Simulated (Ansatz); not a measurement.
# HfCl5: the cost of one run

Method: DFT PBE, scalar-relativistic, plane waves, PAW, in Ansatz 0.2.0.

## (1) The structure to begin with

It takes space group F-43m (No. 216, cubic). The conventional cell has a = 8.490 Å, b = 8.490 Å, c = 8.490 Å, α = 90.00°, β = 90.00°, γ = 90.00°. Around Hf (site symmetry -43m) lie 16 Cl at 3.52 to 3.68 Å. Cl (site symmetry -43m) has 12 Cl at 3.52 Å and 4 Hf at 3.68 Å as nearest neighbours. Cl (site symmetry 3m) is surrounded by 9 Cl at 2.98 to 3.52 Å and 3 Hf at 3.52 Å.

Structure file:

```
CELL_PARAMETERS angstrom
0.00000 4.24478 4.24478
4.24478 0.00000 4.24478
4.24478 4.24478 0.00000
ATOMIC_POSITIONS crystal
Hf 0.00000 0.00000 0.00000
Cl 0.25000 0.25000 0.25000
Cl 0.12831 0.62390 0.62390
Cl 0.62390 0.62390 0.62390
Cl 0.62390 0.62390 0.12831
Cl 0.62390 0.12831 0.62390
```

The cell is invented: species swapped into a database cell of DyCu5 (F-43m, No. 216), with Hf on the Dy sites and Cl on the Cu sites. Lengths come from tabulated atomic sizes and are only a guess.

## (2) The guess as it stands, on a coarse mesh

The input, input.yaml:

```yaml
crystal:
  lattice:
    - [0.0, 4.24477917, 4.24477917]
    - [4.24477917, 0.0, 4.24477917]
    - [4.24477917, 4.24477917, 0.0]
  atoms:
    - { symbol: Hf, position: [0.0, 0.0, 0.0] }
    - { symbol: Cl, position: [0.25, 0.25, 0.25] }
    - { symbol: Cl, position: [0.12830949, 0.62389684, 0.62389684] }
    - { symbol: Cl, position: [0.62389684, 0.62389684, 0.62389684] }
    - { symbol: Cl, position: [0.62389684, 0.62389684, 0.12830949] }
    - { symbol: Cl, position: [0.62389684, 0.12830949, 0.62389684] }
basis:
  ecutwfc: 420
kpoints:
  mp_grid: { grid: [4, 4, 4] }
hamiltonian:
  xc: pbe
scf:
  occupations: { method: gaussian, width: 0.1 }
  lower_state_search: "off"
output:
  forces: true
  stress: true
  eigenvalues: true
```

Run with:

```console
$ ansatz run input.yaml --threads 1 --pin off --max-ram 2560MiB --backend cpu --events-out ev --progress --plain --runs-dir out
```

What time and memory should one allow on 1 thread of AMD EPYC (Zen 3), shared host?

About 8.7 s, with a peak of 0.4 GiB.
